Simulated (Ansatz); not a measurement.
## MnO2 under changes of volume

One of the cells (11.044 Å³/atom); the others are scaled copies at fixed shape and fractional positions:

```
Mn O
1.0
     0.00000    4.04662    4.04662
     4.04662    0.00000    4.04662
     4.04662    4.04662    0.00000
Mn O
4 8
Direct
  0.12500 0.12500 0.12500
  0.12500 0.12500 0.62500
  0.62500 0.12500 0.12500
  0.12500 0.62500 0.12500
  0.36095 0.36095 0.36095
  0.36095 0.36095 0.91714
  0.91714 0.36095 0.36095
  0.36095 0.91714 0.36095
  0.88905 0.88905 0.33286
  0.88905 0.88905 0.88905
  0.88905 0.33286 0.88905
  0.33286 0.88905 0.88905
```

The cell is a database's computed one.

| Quantity | Value |
| --- | --- |
| Program | Ansatz 0.2.0 |
| Functional | PBEsol |
| Potentials or basis | Ansatz PAW |
| Cutoff | 420 eV (not typed: the program's choice for these potentials) |
| k mesh | 6 × 6 × 6 |
| Occupations | fermi-dirac, width 0.05 eV |
| Spin | collinear spin, ferromagnetic start |
| Starting moments | [4.0, 4.0, 4.0, 4.0, 0.0, 0.0, 0.0, 0.0, 0.0, 0.0, 0.0, 0.0] μB |

| volume (Å³/atom) | energy over the lowest point (meV/atom) | pressure (GPa) | gap on the mesh (eV) | largest force (eV/Å) |
| --- | --- | --- | --- | --- |
| 10.611 | 0.00 | 2.0 | 0.31 | 0.142 |
| 10.827 | 0.21 | -2.2 | 0.39 | 0.151 |
| 11.044 | ? | ? | ? | ? |
| 11.261 | 15.78 | -9.1 | 0.54 | 0.670 |
| 11.477 | 30.17 | -12.1 | 0.60 | 0.898 |

Problem. What does the run at 11.044 Å³/atom give?

Solution. Energy over the lowest point 5.58 meV/atom; pressure -5.9 GPa; gap on the mesh 0.47 eV; largest force 0.421 eV/Å.

Worked out: A Birch-Murnaghan fit of order 2 (a polynomial in V^(-2/3)) to the other rows has its minimum at 10.71 Å³/atom with B0 = V·E''(V) = 202 GPa at fixed shape and positions, which overstates the stiffness. It gives 5.63 meV/atom at 11.044 Å³/atom, against the run's 5.58, and -dE/dV = -5.8 GPa, against -5.9. A straight line through the other rows of the gap, of slope 3.72 eV per unit of ln V, gives 0.46 eV, against the run's 0.47.

Energies are extrapolated to zero smearing.

Caveats: only a ferromagnetic start was run, and an antiferromagnetic order may lie lower in energy; the PAW data sets come from PBE, with cores solved anew for the run's functional, which leaves a small shift of forces and pressure.

A mesh can miss the band edges.
